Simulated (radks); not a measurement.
**As²⁺ in [Ar] 3d10 4s2 4p1: an all-electron calculation**

An exercise on one series of results from a longer session: the logs are not shown, and one member is left open.

Method: scalar-relativistic Kohn-Sham, PBE, spin-unpolarised, spherical densities, finite nucleus. Code: radks (a radial shooting solver on a logarithmic mesh, Libxc functionals) version 1.

**The system**

```
element            : arsenic (Z = 33)
charge             : +2
electrons          : 31
configuration      : [Ar] 3d10 4s2 4p1
nuclear rms radius : 4.0968 fm
```

Outer shells as boxes (Hund's rule):

As²⁺
```
[Ar] core
3d [↑↓][↑↓][↑↓][↑↓][↑↓]
4s [↑↓]
4p [↑ ][  ][  ]
```

The first run:

The run's settings:

```text
Z 33
configuration [Ar] 3d10 4s2 4p1
relativity scalar-relativistic
functional pbe,pbe
spin unpolarised
nucleus finite rms 4.0968 fm
c 137.035999084
```

On the command line:

```sh
> python run_ks.py task.json out
```

All runs below come from this command, one after another.

Steps of the session up to this table: Self-consistent calculation.

One of the session's tables, all rows but one given; the rest of the session is left out.

It belongs to the step «Orbitals and density». Radial moments (bohr):

| level | <r> | outermost maximum (interpolated) | 90 % within | nodes |
| --- | --- | --- | --- | --- |
| 1s | ? | ? | ? | ? |
| 2s | 0.2027 | 0.170 | 0.314 | 1 |
| 2p | 0.1772 | 0.136 | 0.289 | 0 |
| 3s | 0.5982 | 0.522 | 0.893 | 2 |
| 3p | 0.6169 | 0.521 | 0.946 | 1 |
| 3d | 0.6752 | 0.477 | 1.13 | 0 |
| 4s | 1.808 | 1.57 | 2.67 | 3 |
| 4p | 2.146 | 1.82 | 3.21 | 2 |

Q: Estimate the row for 1s from the others.

As computed: <r>: 0.04550; outermost maximum (interpolated): 0.0297; 90 % within: 0.0813; nodes: 0. In the column «<r>» it is the lowest.

Limits of these values: Spin polarisation and multiplet splitting are left out.
